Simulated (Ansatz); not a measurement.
# C6H18N2O2Zr: one species, many methods

An exercise on one series of results from a longer session: the logs are not shown, and one member is left open.

Program: Ansatz 0.2.0, Gaussian basis. Level of theory: functionals in def2-TZVPP, the program's frozen cores in correlated methods. These are calculated values, not measurements.

Plan: LDA (SPW92), PBE-D4, revPBE-D4, BLYP-D4, r2SCAN-D4, B97M-V, PBE0-D4, B3LYP-D4, r2SCANh-D4, r2SCAN0-D4, HSE06-D4, BHLYP-D4, CAM-B3LYP-D4, LC-ωPBE, ωB97X-V, ωB97M-V, B2PLYP, PBE-QIDH; CCSD(T)/def2-SVP; CCSD(T)/def2-TZVPP; MP2/def2-QZVPP; extrapolation to the limit; RPA on PBE.

## Structure used throughout

The geometry comes from an earlier relaxation with PBE0-D4 in a triple-zeta def2 set; it is a stationary point, not always the lowest conformer. Zr takes the def2 core potential; no spin-orbit term is included.

SMILES `C[O][Zr]([O]C)([N](C)C)[N](C)C`, 29 atoms, charge 0, spin multiplicity 1.

Atoms are counted from 1 here; the program's logs count them from 0.

Bond lengths: C1–O2 1.385 Å, C1–H12 1.097 Å, C1–H13 1.097 Å, C1–H14 1.097 Å, O2–Zr3 1.939 Å, Zr3–O4 1.940 Å, Zr3–N6 2.040 Å, Zr3–N9 2.049 Å, O4–C5 1.385 Å, C5–H15 1.097 Å, C5–H16 1.097 Å, C5–H17 1.097 Å, N6–C7 1.441 Å, N6–C8 1.441 Å, C7–H18 1.101 Å, C7–H19 1.100 Å, C7–H20 1.094 Å, C8–H21 1.101 Å and more. Angles: O2–C1–H12 111.1°, O2–C1–H13 111.2°, O2–C1–H14 110.6°, H12–C1–H13 108.1°, H12–C1–H14 107.8°, H13–C1–H14 107.9°, C1–O2–Zr3 166.7°, O2–Zr3–O4 113.8°, O2–Zr3–N6 109.9°, O2–Zr3–N9 108.6°, O4–Zr3–N6 110.0°, O4–Zr3–N9 108.5°, N6–Zr3–N9 105.6°, Zr3–O4–C5 166.9°, O4–C5–H15 111.1°, O4–C5–H16 111.2°, O4–C5–H17 110.6°, H15–C5–H16 108.1° and more.

Set-up of the first run:

Input file in.yaml:

```yaml
crystal:
  periodic: [false, false, false]
  atoms:
    - {symbol: C, position_ang: [-0.563014, -1.619585, -3.106185]}
    - {symbol: O, position_ang: [-0.552051, -0.819627, -1.975683]}
    - {symbol: Zr, position_ang: [-0.403903, -0.077411, -0.190068]}
    - {symbol: O, position_ang: [-1.981399, -0.352494, 0.904314]}
    - {symbol: C, position_ang: [-2.974805, -0.828597, 1.743365]}
    - {symbol: N, position_ang: [0.032917, 1.912443, -0.298091]}
    - {symbol: C, position_ang: [0.689486, 2.531775, -1.421295]}
    - {symbol: C, position_ang: [-0.342706, 2.863307, 0.717354]}
    - {symbol: N, position_ang: [1.197832, -0.944704, 0.747415]}
    - {symbol: C, position_ang: [2.417286, -0.381208, 1.258432]}
    - {symbol: C, position_ang: [1.121466, -2.369475, 0.948650]}
    - {symbol: H, position_ang: [-1.518182, -2.149285, -3.205481]}
    - {symbol: H, position_ang: [0.238885, -2.367469, -3.071360]}
    - {symbol: H, position_ang: [-0.419673, -1.013663, -4.008764]}
    - {symbol: H, position_ang: [-3.703523, -1.432564, 1.189325]}
    - {symbol: H, position_ang: [-2.554639, -1.451330, 2.542906]}
    - {symbol: H, position_ang: [-3.514922, 0.002470, 2.212385]}
    - {symbol: H, position_ang: [0.054225, 3.294216, -1.897270]}
    - {symbol: H, position_ang: [1.624938, 3.028166, -1.121922]}
    - {symbol: H, position_ang: [0.939570, 1.788652, -2.184071]}
    - {symbol: H, position_ang: [0.534974, 3.378235, 1.136440]}
    - {symbol: H, position_ang: [-0.859343, 2.366629, 1.544030]}
    - {symbol: H, position_ang: [-1.017721, 3.638203, 0.323272]}
    - {symbol: H, position_ang: [2.440322, 0.697250, 1.088371]}
    - {symbol: H, position_ang: [3.304987, -0.817692, 0.773726]}
    - {symbol: H, position_ang: [2.526477, -0.554085, 2.340893]}
    - {symbol: H, position_ang: [1.939789, -2.904869, 0.442593]}
    - {symbol: H, position_ang: [1.161106, -2.640892, 2.015037]}
    - {symbol: H, position_ang: [0.181609, -2.776375, 0.551679]}
basis:
  gaussian: {orbitals: def2-TZVPP}
hamiltonian: {xc: lda}
output: {orbitals: {seedname: orbitals}}
```

Run with:

```bash
$ ansatz run in.yaml --threads 10 --pin off --events-out ev --progress --plain --max-ram 110592MiB --backend cuda --devices 0, --max-vram 75GiB
```

Steps of the session up to this table: LDA; PBE-D4 (GGA); revPBE-D4 (GGA); BLYP-D4 (GGA); r2SCAN-D4 (meta-GGA); B97M-V (meta-GGA); PBE0-D4 (hybrid); B3LYP-D4 (hybrid); r2SCANh-D4 (hybrid); r2SCAN0-D4 (hybrid); HSE06-D4 (hybrid); BHLYP-D4 (hybrid); CAM-B3LYP-D4 (range-separated); LC-ωPBE (range-separated); ωB97X-V (range-separated); ωB97M-V (range-separated); B2PLYP (double hybrid); PBE-QIDH (double hybrid).

One of the session's tables, all rows but one given; the rest of the session is left out.

It belongs to the step «Frontier levels by functional». 

| functional | HOMO (eV) | gap (eV) |
| --- | --- | --- |
| LDA (SPW92) | -4.72 | 3.99 |
| PBE-D4 | -4.60 | 4.06 |
| revPBE-D4 | -4.55 | 4.09 |
| BLYP-D4 | -4.49 | 4.02 |
| r2SCAN-D4 | -4.82 | 4.66 |
| B97M-V | -4.97 | 4.44 |
| PBE0-D4 | -5.86 | 6.00 |
| B3LYP-D4 | -5.65 | 5.56 |
| r2SCANh-D4 | -5.30 | 5.44 |
| r2SCAN0-D4 | -6.02 | 6.51 |
| HSE06-D4 | -5.46 | 5.25 |
| BHLYP-D4 | ? | ? |
| CAM-B3LYP-D4 | -7.20 | 7.99 |
| LC-ωPBE | -8.49 | 10.34 |
| ωB97X-V | -8.19 | 9.84 |
| ωB97M-V | -8.13 | 9.22 |

**Question.** Estimate the row for BHLYP-D4.

Worked estimate for «HOMO (eV)». Against the share of exact exchange, BLYP-D4 (0, -4.49), B3LYP-D4 (0.2, -5.65) give a slope of -5.80 per unit share; at 0.5 the line stands at -7.39.

As computed: HOMO (eV): -7.06; gap (eV): 7.72. In «HOMO (eV)» the line misses by -0.33.
